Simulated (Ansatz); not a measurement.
Crystal: CsLiCr2Te2S3.

```xyz
9
Lattice="3.6036 0.0000 0.0000 -1.8018 3.1208 0.0000 0.0000 0.0000 19.0665" Properties=species:S:1:pos:R:3 pbc="T T T"
Cs    0.0000    0.0000    7.1307
Li    1.8018    1.0403    0.3064
Cr    0.0000    0.0000   16.5187
Cr    0.0000    2.0805    3.2095
Te    0.0000    2.0805   10.2751
Te    1.8018    1.0403   14.7338
S     0.0000    0.0000    1.9124
S     0.0000    2.0805   17.7166
S     1.8018    1.0403    4.4631
```

The cell was built by a generator and needn't be a form met in nature.

* Program: Ansatz 0.2.0
* Task: relaxation of cell and atoms
* Functional: RPBE
* Potentials or basis: Ansatz PAW
* Cutoff: 420 eV (not typed: the program's choice for these potentials)
* k mesh: 6 × 6 × 1
* Occupations: fermi-dirac, width 0.05 eV
* Spin: collinear spin, ferromagnetic start
* Starting moments: [0.0, 0.0, 3.0, 3.0, 0.0, 0.0, 0.0, 0.0, 0.0] μB

At the start: volume 23.82 Å³/atom.

Where does the relaxation end?

It ends after 11 steps and the volume is 26.54 Å³/atom (+11.4 %); space group P3m1 (No. 156, to 0.05 Å); moment 5.73 μB per cell.

The path:
| step | energy change (eV) | largest force (eV/Å) | volume (Å³) |
| --- | --- | --- | --- |
| 1 | 0.0000 | 0.1369 | 214.42 |
| 2 | -0.0628 | 0.1782 | 225.61 |
| 3 | -0.0725 | 0.0504 | 229.63 |
| 4 | -0.0755 | 0.0315 | 232.56 |
| 5 | -0.0766 | 0.0226 | 234.56 |
| 6 | -0.0766 | 0.0072 | 235.10 |
| 7 | -0.0812 | 0.0075 | 235.10 |
| 8 | -0.0815 | 0.0070 | 236.85 |
| 9 | -0.0815 | 0.0050 | 238.42 |
| 10 | -0.0815 | 0.0026 | 238.87 |
| 11 | -0.0819 | 0.0025 | 238.87 |

Final structure:
```yaml
crystal:
  lattice:
    - [3.66099, 0.00000, 0.00000]
    - [-1.83049, 3.17051, 0.00000]
    - [0.00000, 0.00000, 20.57910]
  atoms:
    - { symbol: Cs, position: [0.00000, 0.00000, 0.35785] }
    - { symbol: Li, position: [0.66667, 0.33333, 0.02212] }
    - { symbol: Cr, position: [0.00000, 0.00000, 0.88087] }
    - { symbol: Cr, position: [0.33333, 0.66667, 0.16486] }
    - { symbol: Te, position: [0.33333, 0.66667, 0.51234] }
    - { symbol: Te, position: [0.66667, 0.33333, 0.79447] }
    - { symbol: S, position: [0.00000, 0.00000, 0.10168] }
    - { symbol: S, position: [0.33333, 0.66667, 0.93977] }
    - { symbol: S, position: [0.66667, 0.33333, 0.22605] }
```

Caveat: the plane-wave basis is chosen anew once the cell has moved, so the energies of steps on either side of that aren't comparable; only a ferromagnetic start was run, and an antiferromagnetic order may lie lower in energy; the PAW data sets come from PBE, with cores solved anew for the run's functional, which leaves a small shift of forces and pressure.
